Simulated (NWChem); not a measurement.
# the pair AlNH3Cl···BH2Cl: a chain of runs

Aim: a single-point energy (singlet AlBNH5Cl2, MP2/3-21G), then a single-point energy (singlet AlNH3Cl, MP2/3-21G), then a single-point energy (singlet BH2Cl, MP2/3-21G), then a single-point energy (singlet AlNH3Cl, MP2/3-21G), then a single-point energy (singlet BH2Cl, MP2/3-21G) of AlBCl2H5N and its partners. 

The calculation is run with NWChem 7.3.0.

## 1. The structure to begin with

AlBNH5Cl2: 10 atoms, total charge 0, spin state singlet. The two molecules were placed rigidly side by side, at 1.3 times their contact distance; the pair isn't optimised.

Bond lengths: N1–Al2 1.756 Å, Al2–Cl3 2.098 Å, B7–Cl8 1.733 Å, N1–H4 1.007 Å, N1–H5 1.007 Å, Al2–H6 1.570 Å, B7–H9 1.190 Å, B7–H10 1.190 Å. Angles: N1–Al2–Cl3 117.5°, N1–Al2–H6 121.9°, Cl3–Al2–H6 120.6°, Al2–N1–H4 124.3°, Al2–N1–H5 125.0°, Cl8–B7–H9 118.1°, Cl8–B7–H10 118.1°, H4–N1–H5 110.7°, H9–B7–H10 123.7°.

## 2. The energy at MP2/3-21G (run 1)

Input file geom.nw:

```
start geom
title "AlBCl2H5N"
memory total 2200 mb
geometry units au noautosym nocenter noautoz
   N  -1.20587203  0.49431456 -1.34374645
   Al  0.88926732 -0.11927951  1.15522737
   Cl  2.65786200 -3.66761826  1.23459587
   H  -2.15678222  2.12722690 -1.57051359
   H  -1.62444637 -0.72644852 -2.74233276
   H   1.43993351  1.89176703  3.26680735
   B  -7.69231916 -2.94978689  3.51897240
   Cl -10.18734346 -4.77416629  2.43589477
   H  -8.14965178 -1.25808517  4.92882147
   H  -5.61978093 -3.46016412  2.81055187
end
basis "ao basis" spherical bse
   * library 3-21G
end
scf
   thresh 1e-08
   maxiter 80
   print low
end
mp2
   freeze core 17
   tight
end
task mp2 energy
```

Run with:

```console
$ nwchem geom.nw > geom.out
```

Standard output:

```text
[...]
  functions       =    67
[...]
  wavefunction    = RHF
[...]
         Total SCF energy =  -1236.892975403823
      One-electron energy =  -2212.662052544525
      Two-electron energy =    723.901224871600
 Nuclear repulsion energy =    251.867852269102
        Time for solution =      2.5s
[...]
          Total MP2 energy         -1237.177763186559
[...]
```

Wall time 3.9 s (1 thread of Intel Xeon Platinum 8488C (Sapphire Rapids), shared host); peak memory 0.14 GiB.

## 3. AlNH3Cl: the energy at MP2/3-21G (run 2)

Input file alclh3n.nw:

```
START alclh3n
TITLE "AlClH3N"
memory stack 880 mb heap 220 mb global 1100 mb

GEOMETRY units au noautosym nocenter noautoz
  N     -1.20587203     0.49431456    -1.34374645
  Al     0.88926732    -0.11927951     1.15522737
  Cl     2.65786200    -3.66761826     1.23459587
  H     -2.15678222     2.12722690    -1.57051359
  H     -1.62444637    -0.72644852    -2.74233276
  H      1.43993351     1.89176703     3.26680735
END

BASIS spherical bse
  * library 3-21G
END

SCF
  nopen 0
  rhf
  thresh 1e-08
  maxiter 80
  print low
END

MP2
  freeze core 11
  tight
END

TASK mp2 energy
```

Run with:

```console
$ nwchem alclh3n.nw > alclh3n.out
```

Standard output:

```text
[...]
  functions       =    41
[...]
  wavefunction    = RHF
[...]
         Total SCF energy =   -753.883911554516
      One-electron energy =  -1301.223041451338
      Two-electron energy =    418.377217034172
 Nuclear repulsion energy =    128.961912862650
        Time for solution =      0.8s
[...]
          Total MP2 energy          -754.068962810569
[...]
```

Wall time 1.6 s (1 thread of Intel Xeon Platinum 8488C (Sapphire Rapids), shared host); peak memory 0.1 GiB.

## 4. BH2Cl: the energy at MP2/3-21G (run 3)

Input file bclh2.nw:

```
START bclh2
memory stack 880 mb heap 220 mb global 1100 mb
charge 0

GEOMETRY units angstroms noautosym nocenter noautoz
 B       -4.070600      -1.560960       1.862160
 Cl      -5.390910      -2.526380       1.289020
 H       -4.312610      -0.665750       2.608220
 H       -2.973860      -1.831040       1.487280
END

BASIS spherical bse
 * library 3-21G
END

SCF
 thresh 1e-08
 maxiter 80
 print low
END

MP2
 freeze core 6
 tight
END

TASK mp2 energy
```

Run with:

```console
$ nwchem bclh2.nw > bclh2.out
```

Standard output:

```text
[...]
  functions       =    26
[...]
  wavefunction    = RHF
[...]
         Total SCF energy =   -483.008932473766
      One-electron energy =   -741.426231861982
      Two-electron energy =    220.634297388577
 Nuclear repulsion energy =     37.783001999638
        Time for solution =      0.4s
[...]
          Total MP2 energy          -483.108185689910
[...]
```

Wall time 1.1 s (1 thread of Intel Xeon Platinum 8488C (Sapphire Rapids), shared host); peak memory 0.099 GiB.

## 5. AlNH3Cl among ghost functions: a single-point energy at MP2/3-21G (with ghost functions) (run 4)

Input file alclh3n.nw:

```
start alclh3n
title "AlClH3N energy"
memory total 2200 mb

geometry noautosym nocenter noautoz
 N     -0.638120     0.261580    -0.711080
 Al     0.470580    -0.063120     0.611320
 Cl     1.406480    -1.940820     0.653320
 H     -1.141320     1.125680    -0.831080
 H     -0.859620    -0.384420    -1.451180
 H      0.761980     1.001080     1.728720
 bqB     -4.070600    -1.560960     1.862160
 bqCl    -5.390910    -2.526380     1.289020
 bqH     -4.312610    -0.665750     2.608220
 bqH     -2.973860    -1.831040     1.487280
end

basis spherical bse
 N library 3-21G
 Al library 3-21G
 Cl library 3-21G
 H library 3-21G
 bqB library B 3-21G
 bqCl library Cl 3-21G
 bqH library H 3-21G
end

scf
 thresh 1e-08
 maxiter 80
 noprint "final vectors analysis"
end

mp2
 freeze core 11
 tight
end

task mp2 energy
```

Run with:

```console
$ nwchem alclh3n.nw > alclh3n.out
```

Standard output:

```text
[...]
  functions       =    67
[...]
  wavefunction    = RHF
[...]
         Total SCF energy =   -753.884314355291
      One-electron energy =  -1301.218875922768
      Two-electron energy =    418.372639410888
 Nuclear repulsion energy =    128.961922156590
        Time for solution =      2.5s
[...]
          Total MP2 energy          -754.069425680465
[...]
```

Run time: 3.9 s. Hardware: 1 thread of Intel Xeon Platinum 8488C (Sapphire Rapids), shared host; peak memory 0.13 GiB.

## 6. BH2Cl among ghost functions: the energy at MP2/3-21G (with ghost functions) (run 5)

Input file nw.nw:

```
start nw
title "BClH2 energy"
memory stack 880 mb heap 220 mb global 1100 mb
geometry units au noautosym nocenter noautoz
  B   -7.69231916  -2.94978689   3.51897240
  Cl -10.18734346  -4.77416629   2.43589477
  H   -8.14965178  -1.25808517   4.92882147
  H   -5.61978093  -3.46016412   2.81055187
  bqN     -1.205872     0.494315    -1.343746
  bqAl     0.889267    -0.119280     1.155227
  bqCl     2.657862    -3.667618     1.234596
  bqH     -2.156782     2.127227    -1.570514
  bqH     -1.624446    -0.726449    -2.742333
  bqH      1.439934     1.891767     3.266807
end
basis spherical bse
  B library 3-21G
  Cl library 3-21G
  H library 3-21G
  bqN library N 3-21G
  bqAl library Al 3-21G
  bqCl library Cl 3-21G
  bqH library H 3-21G
end
scf
  thresh 1e-08
  maxiter 80
  print low
end
mp2
  freeze core 6
  tight
end
task mp2
```

Run with:

```console
$ nwchem nw.nw > nw.out
```

Standard output:

```text
[...]
  functions       =    67
[...]
  wavefunction    = RHF
[...]
         Total SCF energy =   -483.009060570918
      One-electron energy =   -741.421656904468
      Two-electron energy =    220.629597070252
 Nuclear repulsion energy =     37.782999263298
        Time for solution =      1.7s
[...]
          Total MP2 energy          -483.108399995903
[...]
```

It took 3 s on 1 thread of Intel Xeon Platinum 8488C (Sapphire Rapids), shared host; peak memory 0.12 GiB.

## 7. Outcome

| quantity | value |
| --- | --- |
| run 1, MP2/3-21G: total energy | -1237.17776 Eh |
| run 1, MP2/3-21G: correlation energy (17 core orbitals frozen) | -284.8 mEh |
| AlNH3Cl: total energy | -754.06896 Eh |
| AlNH3Cl: correlation energy (11 core orbitals frozen) | -185.1 mEh |
| BH2Cl: total energy | -483.10819 Eh |
| BH2Cl: correlation energy (6 core orbitals frozen) | -99.3 mEh |
| AlNH3Cl among ghost functions: total energy | -754.06943 Eh |
| AlNH3Cl among ghost functions: correlation energy (11 core orbitals frozen) | -185.1 mEh |
| BH2Cl among ghost functions: total energy | -483.10840 Eh |
| BH2Cl among ghost functions: correlation energy (6 core orbitals frozen) | -99.3 mEh |
| interaction energy of the rigid parts AlNH3Cl and BH2Cl (parts in their own basis; closest atoms 3.83 Å apart) | -0.017 eV |
| interaction energy of the rigid parts AlNH3Cl and BH2Cl (parts in the whole basis, counterpoise; closest atoms 3.83 Å apart) | 0.002 eV |

In words: The interaction energy of the rigid parts AlNH3Cl and BH2Cl (parts in their own basis; closest atoms 3.83 Å apart) is −0.02 eV (−0.4 kcal/mol). Without counterpoise this holds the superposition error of the basis. The interaction energy of the rigid parts AlNH3Cl and BH2Cl (parts in the whole basis, counterpoise; closest atoms 3.83 Å apart) is 0.00 eV (0.2 kJ/mol). The basis-set superposition error is 1.8 kJ/mol. It is larger than the uncorrected attraction, which is thus an artefact of the basis.
